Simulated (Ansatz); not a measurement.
# AlHO2: the cost of one run

Program: Ansatz 0.2.0, Gaussian basis. Level of theory: PBE0-D4/def2-TZVP structures, single points in def2-TZVPP, no counterpoise correction. These are calculated values, not measurements.

Levels: SPW92, PBE-D4, BLYP-D4, r2SCAN-D4, B97M-V, PBE0-D4, B3LYP-D4, r2SCAN0-D4, BHLYP-D4, CAM-B3LYP-D4, wB97X-V, wB97M-V, B2PLYP, PBE-QIDH, RPA on PBE, Hartree-Fock, MP2, CCSD, CCSD(T).

Correlated methods freeze the cores. B3LYP uses VWN-RPA correlation. B2PLYP carries no dispersion term here.

56 further runs of the same task are left out: 56 set aside as unsound or not needed.

## 1. The system as given

The complex: 11 atoms, charge 0, spin multiplicity 1.

Atoms are counted from 1 here; the program's logs count them from 0.

Bond lengths: Al1–N2 2.019 Å, Al1–O4 1.611 Å, Al1–O6 1.694 Å, N2–C3 1.472 Å, N2–H5 1.023 Å, N2–H7 1.015 Å, C3–H8 1.091 Å, C3–H9 1.090 Å, C3–H10 1.090 Å, O6–H11 0.953 Å. Angles: N2–Al1–O4 101.6°, N2–Al1–O6 108.8°, O4–Al1–O6 149.5°, Al1–N2–C3 117.9°, Al1–N2–H5 92.0°, Al1–N2–H7 115.9°, C3–N2–H5 111.0°, C3–N2–H7 110.5°, H5–N2–H7 107.5°, N2–C3–H8 112.0°, N2–C3–H9 108.7°, N2–C3–H10 109.6°, H8–C3–H9 108.8°, H8–C3–H10 109.2°, H9–C3–H10 108.5°, Al1–O6–H11 129.0°.

As a file:

| atom | x (Å) | y (Å) | z (Å) |
| --- | --- | --- | --- |
| Al1 | 1.2504 | -0.3232 | 1.0183 |
| N2 | 0.2442 | 0.4411 | -0.5566 |
| C3 | -1.2257 | 0.4756 | -0.4845 |
| O4 | 1.9807 | 0.9885 | 1.6030 |
| H5 | 0.6411 | 1.3716 | -0.4051 |
| O6 | 0.9037 | -1.9775 | 1.1382 |
| H7 | 0.5480 | 0.1260 | -1.4729 |
| H8 | -1.6594 | 1.0893 | -1.2759 |
| H9 | -1.5188 | 0.8887 | 0.4807 |
| H10 | -1.6191 | -0.5377 | -0.5609 |
| H11 | 0.4548 | -2.5422 | 0.5157 |

Its parts: AlHO2 holds atoms 1, 4, 6, 11; CH5N holds atoms 2, 3, 5, 7, 8, 9, 10. Each part counts its atoms afresh in its own runs.

## 2. Relaxing AlHO2 alone

Input file relax-a/in.yaml:

```yaml
crystal:
  periodic: [false, false, false]
  atoms:
    - {symbol: Al, position_ang: [1.250372, -0.323216, 1.018286]}
    - {symbol: O, position_ang: [1.980724, 0.988460, 1.602969]}
    - {symbol: O, position_ang: [0.903730, -1.977515, 1.138166]}
    - {symbol: H, position_ang: [0.454766, -2.542195, 0.515714]}
basis:
  gaussian: {orbitals: def2-TZVP}
hamiltonian: {xc: pbe0, dispersion: d4}
relax: {f_tol: 0.005, max_steps: 200}
```

Command:

```
$ ansatz run in.yaml --threads 4 --pin off --events-out ev --progress --plain --max-ram 9574MiB
```

**Question.** How long does this run take on 4 threads of Arm Neoverse V1, shared host?

About 4.8 s.
